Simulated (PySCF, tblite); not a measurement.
**C6H10F2: a rotation path, then NMR shifts on frames**

How do NMR shifts of C6H10F2 (`C=C(CCF)CCF`) change as the atoms move?

Programs: tblite 0.8.0 and PySCF 2.14.0, with density-fitted response routines of our own. Each step states its level of theory. These are calculated values for one molecule in the gas phase, unless marked as measured. Atoms count from 0, in the outputs and in this text.

## (1) The molecule as given

18 atoms, charge 0, multiplicity 1; geometry from: GFN2-xTB.

Bonds of the start (Å): C0–C1 1.32, C1–C2 1.51, C2–C3 1.53, C3–F4 1.38, C1–C5 1.51, C5–C6 1.53, C6–F7 1.38, C0–H8 1.08, C0–H9 1.08, C2–H10 1.09, C2–H11 1.09, C3–H12 1.09, C3–H13 1.09, C5–H14 1.09, C5–H15 1.09, C6–H16 1.09, C6–H17 1.09.

## (2) A band between two rotamers with GFN2-xTB

Job settings and geometry (Å):

```
{"job": {"kind": "neb", "xc": "GFN2-xTB", "basis": "xTB", "atoms": [3, 2, 1, 5], "turn": 120}, "charge": 0, "multiplicity": 1}
C      0.014811     2.115707     0.213006
C     -0.003925     0.804993     0.033450
C     -1.168128    -0.030230     0.498806
C     -1.849687    -0.802984    -0.627645
F     -1.111106    -1.904452    -0.998224
C      1.131836     0.090515    -0.649081
C      1.792738    -0.964590     0.232652
F      2.290813    -0.396768     1.382319
H      0.845343     2.721444    -0.105955
H     -0.794616     2.638277     0.693783
H     -1.914062     0.619667     0.957404
H     -0.836726    -0.745270     1.255717
H     -2.822950    -1.185994    -0.305265
H     -1.968950    -0.187988    -1.525491
H      0.770716    -0.421713    -1.542952
H      1.884104     0.821592    -0.949495
H      2.642210    -1.424041    -0.282757
H      1.088820    -1.741848     0.541451
```

Method: GFN2-xTB climbing-image nudged elastic band, gas phase.

Started as:

```
OMP_NUM_THREADS=1 python probes_run.py task.json out
```

One launch serves the whole session: the jobs run in the order shown.

Standard output:

```text
image   E - E0 / eV
  0       0.0000
  1       0.0401
  2       0.1266
  3       0.1462
  4       0.0861
  5       0.1122
  6       0.1414
  7       0.0882
  8       0.0429
```

Wall time 16 s (1 thread of Arm Neoverse N1, shared host); peak memory 0.19 GiB.

The final band, with the dihedral C3–C2–C1–C5:

| image | dihedral (°) | energy (eV) | energy (kcal/mol) |
| --- | --- | --- | --- |
| 0 | -59 | 0.000 | 0.0 |
| 1 | -38 | 0.040 | 0.9 |
| 2 | -16 | 0.127 | 2.9 |
| 3 | 11 | 0.146 | 3.4 |
| 4 | 42 | 0.086 | 2.0 |
| 5 | 67 | 0.112 | 2.6 |
| 6 | 83 | 0.141 | 3.3 |
| 7 | 94 | 0.088 | 2.0 |
| 8 | 108 | 0.043 | 1.0 |

## (3) Nuclear shieldings: image 0, PBE0/pcSseg-1

Job settings and geometry (Å):

```
{"job": {"kind": "nmr", "xc": "PBE0", "basis": "pcSseg-1", "pop": false}, "charge": 0, "multiplicity": 1}
C      0.014800     2.115700     0.213000
C     -0.003900     0.805000     0.033400
C     -1.168100    -0.030200     0.498800
C     -1.849700    -0.803000    -0.627600
F     -1.111100    -1.904500    -0.998200
C      1.131800     0.090500    -0.649100
C      1.792700    -0.964600     0.232700
F      2.290800    -0.396800     1.382300
H      0.845300     2.721400    -0.106000
H     -0.794600     2.638300     0.693800
H     -1.914100     0.619700     0.957400
H     -0.836700    -0.745300     1.255700
H     -2.823000    -1.186000    -0.305300
H     -1.969000    -0.188000    -1.525500
H      0.770700    -0.421700    -1.543000
H      1.884100     0.821600    -0.949500
H      2.642200    -1.424000    -0.282800
H      1.088800    -1.741800     0.541500
```

Method: GIAO PBE0/pcSseg-1 NMR shielding, non-relativistic, gas phase.

Standard output:

```text
coarse grid: 14888 points
cycle   1  E = -433.6508666537  dE =  8.321e-01  |g| = 6.593e-01  |ddm| = 3.609e+00
cycle   2  E = -433.6070358320  dE =  4.383e-02  |g| = 8.783e-01  |ddm| = 1.105e+00
cycle   3  E = -433.7289245416  dE = -1.219e-01  |g| = 7.779e-02  |ddm| = 6.470e-01
cycle   4  E = -433.7299238241  dE = -9.993e-04  |g| = 3.662e-02  |ddm| = 9.004e-02
cycle   5  E = -433.7302246739  dE = -3.008e-04  |g| = 1.110e-02  |ddm| = 4.011e-02
cycle   6  E = -433.7302497051  dE = -2.503e-05  |g| = 4.274e-03  |ddm| = 1.137e-02
cycle   7  E = -433.7302540627  dE = -4.358e-06  |g| = 3.598e-04  |ddm| = 3.322e-03
final grid: 144176 points
cycle   8  E = -433.7928180832  dE = -5.273e-05  |g| = 9.224e-03  |ddm| = 3.046e-02
cycle   9  E = -433.7928092704  dE =  8.813e-06  |g| = 1.170e-02  |ddm| = 1.672e-02
cycle  10  E = -433.7928380494  dE = -2.878e-05  |g| = 1.593e-03  |ddm| = 9.237e-03
cycle  11  E = -433.7928385229  dE = -4.735e-07  |g| = 3.310e-04  |ddm| = 1.399e-03
cycle  12  E = -433.7928385439  dE = -2.100e-08  |g| = 1.708e-04  |ddm| = 3.460e-04
cycle  13  E = -433.7928385502  dE = -6.267e-09  |g| = 2.087e-05  |ddm| = 1.458e-04
cycle  14  E = -433.7928385503  dE = -8.333e-11  |g| = 4.631e-06  |ddm| = 2.456e-05
converged SCF energy = -433.7928385503

GIAO shielding tensors (ppm)
atom      isotropic    diamagn.    paramagn.     s11        s22        s33       span
  0 C       65.388     252.114    -186.726    -36.855     93.996    139.024    175.879
  1 C       32.588     261.515    -228.927    -90.065     30.408    157.422    247.487
  2 C      146.877     247.487    -100.610    131.665    147.645    161.323     29.658
  3 C       98.044     240.977    -142.933     60.085     84.249    149.799     89.714
  4 F      416.760     475.446     -58.686    372.636    410.673    466.970     94.334
  5 C      144.208     247.925    -103.717    135.082    141.410    156.131     21.049
  6 C      103.802     242.010    -138.208     66.974     83.375    161.057     94.083
  7 F      418.129     474.200     -56.070    376.677    417.659    460.052     83.375
  8 H       26.443      31.452      -5.009     23.311     25.258     30.760      7.449
  9 H       26.554      31.480      -4.926     23.254     25.280     31.128      7.875
 10 H       29.589      31.688      -2.098     25.129     29.223     34.416      9.286
 11 H       28.564      30.724      -2.160     25.685     27.960     32.049      6.364
 12 H       26.694      27.413      -0.719     21.528     27.208     31.346      9.818
 13 H       27.089      28.914      -1.825     23.016     27.317     30.932      7.916
 14 H       29.190      31.074      -1.883     25.358     29.100     33.113      7.755
 15 H       29.037      31.462      -2.425     25.273     28.523     33.315      8.042
 16 H       26.984      27.816      -0.832     22.777     27.106     31.069      8.292
 17 H       26.686      29.798      -3.112     22.632     27.266     30.160      7.528
```

Run time: 47 s. Hardware: 1 thread of Arm Neoverse N1, shared host; peak memory 0.84 GiB.

Shifts follow as δ = σ(reference) − σ, with reference shieldings (ppm) from runs at the same level and on the same kind of geometry: 1H TMS 31.72, 13C TMS 186.9, 19F CFCl3 170.9. The references are single molecules in the gas phase, so shifts against H2O, NH3, PH3, H3PO4 or CFCl3 are not on the usual liquid scales and can be off by tens of ppm. Each atom is listed at this fixed geometry, with no averaging over motion; a spectrum would average atoms that exchange fast.

| atoms | environment | σ (ppm) | δ (ppm) |
| --- | --- | --- | --- |
| C1 | fully substituted alkene carbon | 32.6 | 154.3 |
| C0 | terminal =CH2 carbon | 65.4 | 121.5 |
| C3 | sp3 CH2 bonded to F | 98.0 | 88.9 |
| C6 | sp3 CH2 bonded to F | 103.8 | 83.1 |
| C5 | allylic sp3 CH2 | 144.2 | 42.7 |
| C2 | allylic sp3 CH2 | 146.9 | 40.0 |
| H8 | hydrogen on a terminal =CH2 carbon | 26.44 | 5.27 |
| H9 | hydrogen on a terminal =CH2 carbon | 26.55 | 5.16 |
| H17 | hydrogen on an sp3 CH2 bonded to F | 26.69 | 5.03 |
| H12 | hydrogen on an sp3 CH2 bonded to F | 26.69 | 5.02 |
| H16 | hydrogen on an sp3 CH2 bonded to F | 26.98 | 4.73 |
| H13 | hydrogen on an sp3 CH2 bonded to F | 27.09 | 4.63 |
| H11 | hydrogen on an allylic sp3 CH2 | 28.56 | 3.15 |
| H15 | hydrogen on an allylic sp3 CH2 | 29.04 | 2.68 |
| H14 | hydrogen on an allylic sp3 CH2 | 29.19 | 2.53 |
| H10 | hydrogen on an allylic sp3 CH2 | 29.59 | 2.13 |
| F4 | fluorine on an sp3 carbon | 416.8 | -245.8 |
| F7 | fluorine on an sp3 carbon | 418.1 | -247.2 |

## (4) Nuclear shieldings: image 1, PBE0/pcSseg-1

Job settings and geometry (Å):

```
{"job": {"kind": "nmr", "xc": "PBE0", "basis": "pcSseg-1", "pop": false}, "charge": 0, "multiplicity": 1}
C      0.101700     2.114300     0.403400
C     -0.026900     0.847800     0.040900
C     -1.262300     0.066600     0.420700
C     -1.758800    -0.941400    -0.610100
F     -1.057100    -2.124200    -0.535100
C      1.067800     0.138800    -0.709100
C      1.752900    -0.941600     0.124100
F      2.383100    -0.384800     1.212100
H      0.989400     2.681600     0.184000
H     -0.668100     2.631000     0.951500
H     -2.071700     0.771800     0.615700
H     -1.069400    -0.474700     1.352000
H     -2.805100    -1.201900    -0.421100
H     -1.649400    -0.577900    -1.636200
H      0.673800    -0.344500    -1.604700
H      1.819600     0.868700    -1.014600
H      2.527900    -1.446200    -0.462100
H      1.043900    -1.677100     0.510300
```

Level: GIAO PBE0/pcSseg-1 NMR shielding, non-relativistic, gas phase.

Standard output:

```text
coarse grid: 14888 points
cycle   1  E = -433.6476501165  dE =  8.328e-01  |g| = 6.613e-01  |ddm| = 3.616e+00
cycle   2  E = -433.6022525657  dE =  4.540e-02  |g| = 8.845e-01  |ddm| = 1.094e+00
cycle   3  E = -433.7262213223  dE = -1.240e-01  |g| = 8.011e-02  |ddm| = 6.407e-01
cycle   4  E = -433.7272837091  dE = -1.062e-03  |g| = 3.864e-02  |ddm| = 9.482e-02
cycle   5  E = -433.7276213147  dE = -3.376e-04  |g| = 1.193e-02  |ddm| = 4.242e-02
cycle   6  E = -433.7276511184  dE = -2.980e-05  |g| = 4.160e-03  |ddm| = 1.166e-02
cycle   7  E = -433.7276552057  dE = -4.087e-06  |g| = 3.521e-04  |ddm| = 3.242e-03
final grid: 144176 points
cycle   8  E = -433.7906679359  dE = -5.756e-05  |g| = 9.120e-03  |ddm| = 3.438e-02
cycle   9  E = -433.7906599970  dE =  7.939e-06  |g| = 1.144e-02  |ddm| = 1.650e-02
cycle  10  E = -433.7906874540  dE = -2.746e-05  |g| = 1.541e-03  |ddm| = 8.928e-03
cycle  11  E = -433.7906878793  dE = -4.253e-07  |g| = 3.456e-04  |ddm| = 1.375e-03
cycle  12  E = -433.7906879020  dE = -2.271e-08  |g| = 1.674e-04  |ddm| = 3.456e-04
cycle  13  E = -433.7906879082  dE = -6.161e-09  |g| = 2.480e-05  |ddm| = 1.481e-04
cycle  14  E = -433.7906879083  dE = -1.253e-10  |g| = 4.669e-06  |ddm| = 2.807e-05
converged SCF energy = -433.7906879083

GIAO shielding tensors (ppm)
atom      isotropic    diamagn.    paramagn.     s11        s22        s33       span
  0 C       64.453     252.046    -187.593    -40.749     91.734    142.374    183.123
  1 C       34.919     260.772    -225.852    -86.452     37.082    154.128    240.580
  2 C      146.959     247.464    -100.505    132.073    143.978    164.827     32.753
  3 C      101.121     241.344    -140.223     62.594     84.781    155.987     93.393
  4 F      414.756     474.946     -60.190    370.270    404.207    469.791     99.522
  5 C      145.087     248.108    -103.021    137.278    140.875    157.107     19.829
  6 C      103.819     242.194    -138.375     67.973     83.547    159.936     91.963
  7 F      416.288     473.913     -57.625    374.775    417.096    456.994     82.219
  8 H       26.367      31.418      -5.051     22.961     25.306     30.835      7.874
  9 H       26.513      31.361      -4.848     23.307     25.206     31.026      7.720
 10 H       29.311      31.278      -1.967     24.470     29.487     33.977      9.507
 11 H       28.473      30.328      -1.855     25.806     27.245     32.368      6.562
 12 H       26.772      27.262      -0.490     21.462     27.185     31.669     10.207
 13 H       26.926      29.282      -2.356     23.586     26.625     30.568      6.982
 14 H       29.258      31.508      -2.250     25.446     29.074     33.254      7.808
 15 H       29.064      31.373      -2.308     25.381     28.320     33.493      8.112
 16 H       27.064      28.071      -1.007     22.759     27.408     31.024      8.265
 17 H       26.658      29.751      -3.093     21.723     26.878     31.373      9.649
```

Run time: 48 s. Hardware: 1 thread of Arm Neoverse N1, shared host; peak memory 0.9 GiB.

Key values: δ C1 152.0, C0 122.5, C3 85.8, C6 83.1, H8 5.35, H9 5.20 ppm.

(Part 1 of 2 ends here.)
